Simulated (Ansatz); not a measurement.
**BGeN (quintet): from Hartree-Fock to the top rungs, cc-pVTZ**

The task here is to estimate one member of a computed series from the others.

Computed with Ansatz 0.2.0, Gaussian basis. Level: cc-pVTZ, core rule «outside noble gas», up to 16 orbitals frozen.

To be run: UHF; CCSD(T) on ROHF; CCSD(T) on UHF; BCCD(T) on ROHF; CCSDT(Q) on ROHF; CCSDT(Q) on UHF.

7 further runs of the same task are left out: 3 for a known fault of the program, 4 set aside as unsound or not needed. Runs told in other sessions of the task aren't counted.

## The geometry

The geometry is a PBE0/def2-TZVP stationary point (not a proven minimum) of the parent state, kept for this charge and spin. No spin-orbit coupling is included. The filled d shell of Ge may be among the frozen orbitals whatever the setting's name suggests.

3 atoms, charge 0, spin multiplicity 5.

Atoms are counted from 1 here; the program's logs count them from 0.

Bond lengths: B1–Ge2 1.905 Å, Ge2–N3 1.682 Å. Angles: B1–Ge2–N3 180.0°.

The first run:

Input file in.yaml:

```yaml
crystal:
  periodic: [false, false, false]
  atoms:
    - {symbol: B, position_ang: [0.000000, 0.000000, 1.831000]}
    - {symbol: Ge, position_ang: [0.000000, 0.000000, -0.074500]}
    - {symbol: N, position_ang: [0.000000, 0.000000, -1.756500]}
basis:
  gaussian: {orbitals: cc-pVTZ}
magnetization: {spin_polarized: true, initial_magnetization: 4}
hamiltonian: {xc: hf}
output: {orbitals: {seedname: orbitals}}
```

Started as:

```sh
> ansatz run in.yaml --threads 1 --pin off --events-out ev --progress --plain --max-ram 4096MiB --backend cpu
```

Steps of the session up to this table: UHF; CCSD(T) on ROHF; CCSD(T) on UHF; BCCD(T) on ROHF; CCSDT(Q) on ROHF; CCSDT(Q) on UHF.

One of the session's tables, all rows but one given; the rest of the session is left out.

| method | from RCCSDT(Q) (meV) |
| --- | --- |
| ROHF | ? |
| UHF | +9247.0 |
| RMP2 | +1316.4 |
| UMP2 | +1676.0 |
| RCCSD | +653.5 |
| UCCSD | +627.7 |
| RCCSD(T) | +106.0 |
| UCCSD(T) | +125.8 |
| BCCD(T) | +109.1 |
| RCCSDT | +49.6 |
| UCCSDT | +47.0 |
| RCCSDT(Q) | 0 |
| UCCSDT(Q) | -11.3 |

Estimate the missing values for ROHF.

The run gave: from RCCSDT(Q) (meV): +9628.9. In the column «from RCCSDT(Q) (meV)» it is the highest.

Limits of these values: Warnings: spin contamination; large T1 diagnostic. Restricted and unrestricted rows rest on different reference determinants; a gap between their highest levels can come from leftover correlation error, from unlike frozen cores or from another state.
